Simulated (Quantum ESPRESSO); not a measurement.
**PtSe in Quantum ESPRESSO: the effect of functional**

PtSe:

```
Pt Se
1.0
     0.00000    2.79841    2.79841
     2.79841    0.00000    2.79841
     2.79841    2.79841    0.00000
Pt Se
1 1
Direct
  0.50000 0.50000 0.50000
  0.00000 0.00000 0.00000
```

The cell comes from a database or a generator and needn't be the stable form of this composition.

Alike in all runs:

* Program: Quantum ESPRESSO 7.5
* Task: phonon dispersion
* Cutoff: 612 eV
* Density cutoff: 4898 eV
* k mesh: 4 × 4 × 4, shifted
* Occupations: fermi-dirac, width 0.05 eV
* Spin: no spin polarisation

Each run relaxes the cell or the atoms first.

```csv
functional,potentials or basis,relaxed volume (Å³/atom),highest phonon frequency (cm⁻¹)
LDA,GBRV 1.5 LDA,17.28,174
PBE,GBRV 1.5 PBE,18.42,148
PBEsol,GBRV 1.5 PBEsol,?,?
```

Problem. What does the run with functional PBEsol give?

Solution. Relaxed volume 17.61 Å³/atom; highest phonon frequency 166 cm⁻¹.

Caveats: all runs use coarse meshes; the mesh is thin for the phonons of a metal; the volume moved by over 15 % at a fixed basis, so the end points are rough; some modes are imaginary (some runs).
